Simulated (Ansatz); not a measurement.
# Ge2H3+ (triplet): wave-function methods side by side, cc-pVTZ

Aim: climb from Hartree-Fock through coupled cluster and multireference methods for Ge2H3+ (triplet) at one geometry and basis, and see what each rung misses.

The runs use Ansatz 0.2.0, Gaussian basis; cc-pVTZ, core rule «outside noble gas», up to 28 orbitals frozen.

The runs, in order: UHF; CCSD(T) on ROHF; CCSD(T) on UHF; BCCD(T) on ROHF; CCSDT(Q) on ROHF; CCSDT(Q) on UHF; CASSCF and NEVPT2, 10 electrons in 11 orbitals.

5 further runs of the same task are left out: 5 set aside as unsound or not needed.

### Step 1. The geometry

The geometry is a PBE0/def2-TZVP stationary point (not a proven minimum) of the parent state, kept for this charge and spin. No spin-orbit coupling is included. The filled d shell of Ge may be among the frozen orbitals whatever the setting's name suggests; the logs give the count.

5 atoms, charge 1, spin multiplicity 3.

Atoms are counted from 1 here; the program's logs count them from 0.

Bond lengths: Ge1–Ge2 2.489 Å, Ge1–H3 1.550 Å, Ge1–H4 1.544 Å, Ge1–H5 1.544 Å. Angles: Ge2–Ge1–H3 104.2°, Ge2–Ge1–H4 115.6°, Ge2–Ge1–H5 115.6°, H3–Ge1–H4 106.7°, H3–Ge1–H5 106.7°, H4–Ge1–H5 107.3°.

Coordinates:

```csv
atom,x (Å),y (Å),z (Å)
Ge1,-0.0020,0.0000,1.2075
Ge2,-0.0014,0.0000,-1.2815
H3,1.5002,0.0000,1.5882
H4,-0.6286,1.2435,1.8741
H5,-0.6287,-1.2435,1.8741
```

### Step 2. UHF

The input, in.yaml:

```yaml
crystal:
  periodic: [false, false, false]
  atoms:
    - {symbol: Ge, position_ang: [-0.001989, 0.000001, 1.207499]}
    - {symbol: Ge, position_ang: [-0.001381, -0.000001, -1.281547]}
    - {symbol: H, position_ang: [1.500233, -0.000013, 1.588157]}
    - {symbol: H, position_ang: [-0.628647, 1.243483, 1.874144]}
    - {symbol: H, position_ang: [-0.628670, -1.243469, 1.874145]}
basis:
  gaussian: {orbitals: cc-pVTZ}
total_charge: 1
magnetization: {spin_polarized: true, initial_magnetization: 2}
hamiltonian: {xc: hf}
output: {orbitals: {seedname: orbitals}}
```

The run is started by

```sh
$ ansatz run in.yaml --threads 1 --pin off --events-out ev --progress --plain --max-ram 4096MiB --backend cpu
```

The runs that follow: CCSD(T) on ROHF; CCSD(T) on UHF; BCCD(T) on ROHF; CCSDT(Q) on ROHF; CCSDT(Q) on UHF; CASSCF and NEVPT2, 10 electrons in 11 orbitals.

Q: Predict the results of all the runs planned. Wanted: UCCSDT(Q) below the RHF energy; RMP2 from UCCSDT(Q); UMP2 from UCCSDT(Q); RCCSD from UCCSDT(Q); RCCSD(T) from UCCSDT(Q); UCCSD(T) from UCCSDT(Q); RCCSDT(Q) from UCCSDT(Q); NEVPT2 valence from UCCSDT(Q); T1 diagnostic.

As calculated:

```
                         quantity                                value
   UCCSDT(Q) below the RHF energy                           -5.8028 eV
              RMP2 from UCCSDT(Q)                        +116.7 kJ/mol
              UMP2 from UCCSDT(Q)                        +117.0 kJ/mol
             RCCSD from UCCSDT(Q)                         +22.3 kJ/mol
          RCCSD(T) from UCCSDT(Q)                          +5.2 kJ/mol
          UCCSD(T) from UCCSDT(Q)                          +4.0 kJ/mol
         RCCSDT(Q) from UCCSDT(Q)                          +1.2 kJ/mol
    NEVPT2 valence from UCCSDT(Q)                         +96.9 kJ/mol
levels within 1 kcal/mol (43 meV)  UCCSD(T), RCCSDT, UCCSDT, RCCSDT(Q)
                    T1 diagnostic                                0.023
   effectively unpaired electrons                                 2.03
```

What this shows: RCCSD(T) lands +5.2 kJ/mol from the yardstick (0.9 % of the correlation energy). One determinant dominates. These misses are within one basis, not against nature; the frozen cores of restricted and unrestricted runs differ, which can shift their rows.
